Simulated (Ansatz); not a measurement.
# YVO4: the cost of one run

Program: Ansatz 0.2.0. Level of theory: DFT PBEsol, scalar-relativistic, plane waves, PAW. These are calculated values, not measurements.

4 further runs of the same task are left out: 4 set aside as unsound or not needed.

## Step 1: Starting point

The cell holds 24 atoms (O16V4Y3Yb): a = 6.239 Å, b = 7.108 Å, c = 7.108 Å, α = 90.00°, β = 90.00°, γ = 90.00°.

The coordinates of this cell stand in the input of its own run.

The host was relaxed before at PBEsol: a = 7.108 Å, b = 7.108 Å, c = 6.239 Å, α = 90.00°, β = 90.00°, γ = 90.00° (conventional cell), 13.136 Å³/atom.

Places, in fractions of the supercell: Yb in place of Y at (0.500, 0.500, 0.500). Its neighbours start displaced at random by about 0.03 Å.

## Step 2: Band edges of the host over the zone

Input file input.yaml:

```yaml
crystal:
  lattice:
    - [-3.5541074002, 3.5541074002, 3.1196754132]
    - [3.5541074002, -3.5541074002, 3.1196754132]
    - [3.5541074002, 3.5541074002, -3.1196754132]
  atoms:
    - { symbol: "Y", position: [0.0, 0.0, 0.0] }
    - { symbol: "Y", position: [0.75, 0.25, 0.5] }
    - { symbol: V, position: [0.5, 0.5, 0.0] }
    - { symbol: V, position: [0.25, 0.75, 0.5] }
    - { symbol: O, position: [0.0751923972, 0.7598172647, 0.6846248674] }
    - { symbol: O, position: [0.5098172647, 0.3251923972, 0.1846248674] }
    - { symbol: O, position: [0.1405675298, 0.3251923972, 0.8153751326] }
    - { symbol: O, position: [0.0751923972, 0.3905675298, 0.3153751326] }
    - { symbol: O, position: [0.6094324702, 0.9248076028, 0.6846248674] }
    - { symbol: O, position: [0.6748076028, 0.8594324702, 0.1846248674] }
    - { symbol: O, position: [0.6748076028, 0.4901827353, 0.8153751326] }
    - { symbol: O, position: [0.2401827353, 0.9248076028, 0.3153751326] }
basis:
  ecutwfc: 420
  xc_grid: 2
kpoints:
  mp_grid: { grid: [6, 6, 6] }
  band_path: { path: [VBM, CBM], npoints: 2 }
hamiltonian:
  xc: pbesol
scf:
  occupations: { method: gaussian, width: 0.02 }
output:
  forces: true
  stress: true
  eigenvalues: true
```

Started as:

```
> ansatz run input.yaml --threads 8 --pin off --max-ram 14336MiB --backend cpu --events-out ev --progress --plain --runs-dir out
```

Q: Estimate wall time and peak memory on 8 threads of Arm Neoverse V1, shared host.

About 7.8 s, with a peak of 0.84 GiB.
